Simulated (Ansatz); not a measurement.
**TiH+ (triplet): the correlation ladder, def2-TZVPP**

How much of the correlation energy of TiH+ (triplet) does each wave-function method recover here?

Computed with Ansatz 0.2.0, Gaussian basis. Level: def2-TZVPP, core rule «outside noble gas», up to 9 orbitals frozen.

To be run: UHF; CCSD(T) on ROHF; CCSD(T) on UHF; CCSDT(Q) on ROHF; CCSDT(Q) on UHF; Full CI.

9 further runs of the same task are left out: 4 for a known fault of the program, 1 that didn't finish, 4 set aside as unsound or not needed. Runs told in other sessions of the task aren't counted.

### 1 The geometry

The geometry is a PBE0/def2-TZVP stationary point (not a proven minimum) of the parent state, kept for this charge and spin.

2 atoms, charge 1, spin multiplicity 3.

Atoms are counted from 1 here; the program's logs count them from 0.

Bond lengths: Ti1–H2 1.696 Å.

As a file:

```xyz
2
HTi
Ti    0.0000    0.0000    0.0000
H     0.0000    0.0000    1.6960
```

### 2 UHF

in.yaml

```yaml
crystal:
  periodic: [false, false, false]
  atoms:
    - {symbol: Ti, position_ang: [0.000000, 0.000000, 0.000000]}
    - {symbol: H, position_ang: [0.000000, 0.000000, 1.696000]}
basis:
  gaussian: {orbitals: def2-TZVPP}
total_charge: 1
magnetization: {spin_polarized: true, initial_magnetization: 2}
hamiltonian: {xc: hf}
output: {orbitals: {seedname: orbitals}}
```

On the command line:

```
$ ansatz run in.yaml --threads 1 --pin off --events-out ev --progress --plain --max-ram 2393MiB
```

After this run come: CCSD(T) on ROHF; CCSD(T) on UHF; CCSDT(Q) on ROHF; CCSDT(Q) on UHF; Full CI.

Before running them: what should the planned runs give, taken together? Wanted: FCI from the RHF energy; RMP2 from FCI; UMP2 from FCI; RCCSD from FCI; RCCSD(T) from FCI; UCCSD(T) from FCI; RCCSDT(Q) from FCI; UCCSDT(Q) from FCI; T1 diagnostic.

**Answer**, as computed:

```
                         quantity                               value
          FCI from the ROHF energy                          -1.5893 eV
                    RMP2 from FCI                          +390.4 meV
                    UMP2 from FCI                          +273.5 meV
                   RCCSD from FCI                           +34.4 meV
                RCCSD(T) from FCI                            +1.2 meV
                UCCSD(T) from FCI                          -105.1 meV
               RCCSDT(Q) from FCI                           -20.5 meV
               UCCSDT(Q) from FCI                          -119.6 meV
levels within 1 kcal/mol (43 meV)  RCCSD, RCCSD(T), RCCSDT, RCCSDT(Q)
                    T1 diagnostic                               0.035
   effectively unpaired electrons                                2.12
```

What this shows: RCCSD(T) lands +1.2 meV from the yardstick (0.1 % of the correlation energy). CCSD(T) misses by +1.2 meV on the restricted determinant and by -105.1 meV on the unrestricted one; the two need not hold the same state or core. UCCSD, UCCSD(T), RCCSDT, UCCSDT, RCCSDT(Q), UCCSDT(Q) fall below full CI: unrestricted runs freeze a spin-polarised core, another one than full CI's, and coupled cluster isn't variational. One determinant dominates. These misses are within one basis, not against nature; the frozen cores of restricted and unrestricted runs differ, which can shift their rows.

Levels on UHF freeze UHF's core orbitals, full CI those of ROHF, so the U rows can settle a little off it for that reason alone.
